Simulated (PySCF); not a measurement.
# C4H7NSi: the cost of one run

Programs: PySCF 2.14.0, with density-fitted response routines of our own. Each step states its level of theory. These are calculated values for one molecule in the gas phase, unless marked as measured. Atoms count from 0, in the outputs and in this text.

### Step 1. The molecule as given

13 atoms, charge 0, multiplicity 1; geometry from: GFN2-xTB. The atoms were then displaced at random by about 0.01 Å, so the start is not that level's minimum.

Bonds of the start (Å): C0–C1 1.30, C1–C2 1.50, C1–Si3 1.93, Si3–C4 1.86, C4–N5 1.14, C0–H6 1.09, C0–H7 1.10, C2–H8 1.06, C2–H9 1.08, C2–H10 1.11, Si3–H11 1.45, Si3–H12 1.47.

### Step 2. Geometry optimisation at PBE0-D3(BJ)/def2-SVP

Job settings and geometry (Å):

```
{"job": {"xc": "PBE0", "basis": "def2-SVP", "d3": "d3bj", "grid": 1, "shake": 0.01, "kind": "geom"}, "charge": 0, "multiplicity": 1}
C     -1.011790     1.515310     0.262270
C     -0.477470     0.369290    -0.034910
C     -1.245220    -0.916470     0.109070
Si     1.339000     0.247160    -0.661910
C      2.144450    -1.003570     0.449110
N      2.638280    -1.762520     1.145760
H     -2.040260     1.612530     0.612320
H     -0.486880     2.479000     0.152280
H     -1.287460    -1.426150    -0.820250
H     -2.236710    -0.742020     0.496150
H     -0.714670    -1.576110     0.822340
H      2.038800     1.508590    -0.527530
H      1.345760    -0.321920    -2.015030
```

Started as:

```
OMP_NUM_THREADS=1 python probes_run.py task.json out
```

This one command runs all jobs of the session in turn.

Q: Estimate the wall time and peak memory of this first job on 1 thread of Arm Neoverse V1, shared host.

About 51 s, with a peak of 0.51 GiB.
